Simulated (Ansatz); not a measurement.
# NaIr (CsCl type): a single-point run

Wanted: a converged single-point run for NaIr (CsCl type), and a check of what comes out. The structure is shown as the input types it.

Computed with Ansatz 0.2.0 (DFT, PBE, PAW with Ansatz's default frozen-core files, scalar-relativistic (as first typed), unless a step's input says otherwise).

### 1 Starting point

The structure is cubic, space group Pm-3m (No. 221). Conventional cell: a = 3.231 Å, b = 3.231 Å, c = 3.231 Å, α = 90.00°, β = 90.00°, γ = 90.00°. Around Na (site symmetry m-3m) lie 8 Ir at 2.80 Å. Ir (site symmetry m-3m) has 8 Na at 2.80 Å as nearest neighbours.

As a file:

```cif
data_structure
_symmetry_space_group_name_H-M 'P 1'
_symmetry_Int_Tables_number 1
_cell_length_a 3.2313
_cell_length_b 3.2313
_cell_length_c 3.2313
_cell_angle_alpha 90.000
_cell_angle_beta 90.000
_cell_angle_gamma 90.000
_cell_volume 33.74
loop_
_atom_site_label
_atom_site_type_symbol
_atom_site_fract_x
_atom_site_fract_y
_atom_site_fract_z
_atom_site_occupancy
Na1 Na 0.00000 0.00000 0.00000 1
Ir1 Ir 0.50000 0.50000 0.50000 1
```

### 2 The run

input.yaml reads:

```yaml
crystal:
  lattice:
    - [3.231263744, 0.0, 0.0]
    - [0.0, 3.231263744, 0.0]
    - [0.0, 0.0, 3.231263744]
  atoms:
    - { symbol: Na, position: [0.0, 0.0, 0.0] }
    - { symbol: Ir, position: [0.5, 0.5, 0.5] }
kpoints:
  mp_grid: { grid: [11, 11, 11] }
scf:
  occupations: { method: gaussian, width: 1.0 }
  max_iter: 80
hamiltonian:
  xc: pbe
  pseudopotentials: { kind: paw }
output:
  forces: true
  stress: true
  eigenvalues: true
  efg: { contact_densities: true }
  populations: true
```

Command:

```
ansatz run input.yaml --threads 1 --pin off --max-ram 2048MiB --backend cpu --events-out ev --progress --plain --runs-dir out
```

Q: Will this input give a usable result? If not, why, and what should change?

The run converged and reported no error, with warnings (gradients without spin orbit). Convergence says nothing about whether the input makes sense.

In the input, scf.occupations.method is gaussian; scf.occupations.width is 1.0. A smearing this wide moves electrons out of filled levels into empty ones.

The test: set scf.occupations.method to fermi_dirac and scf.occupations.width to 0.05.
